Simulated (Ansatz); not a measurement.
Runs of Ansatz 0.2.0 on Ta. The cell holds a sheet with vacuum, 2 atoms: a = 2.719 Å, b = 2.719 Å, c = 28.487 Å, α = 90.00°, β = 90.00°, γ = 90.00°. The cell was built by a generator and needn't be a form met in nature.

| task | level | cutoff (eV) | basis error allowed | gap on the mesh (eV) | largest force (eV/Å) | work function (eV) |
| --- | --- | --- | --- | --- | --- | --- |
| single point | PBE | 299 | 0.001 eV/atom | none | 0.07 | - |
| work function | PBE | 276 | 0.002 eV/atom | none | 0.07 | 4.63 |
| work function | LDA | 276 | 0.002 eV/atom | none | 0.64 | 4.88 |
| work function | PBEsol | 276 | 0.002 eV/atom | none | 0.42 | (a) |
| projected density of states | PBE | 276 | 0.002 eV/atom | - | 0.07 | 4.63 |

Alike in all rows: potentials or basis all-electron LAPW, scalar-relativistic; no spin polarisation; cell as given; k mesh 10 × 10 × 1; smearing fermi-dirac 0.05 eV.

Question: Estimate the missing entries.

Answer: (a) 4.73.

Caveats: spin-orbit coupling is left out, which moves the levels of the heavy elements (some runs).

A k mesh can miss the band edges, and the runs leave out spin-orbit coupling on Ta.

A gap of «none» marks a metal or a gap under the smearing width.
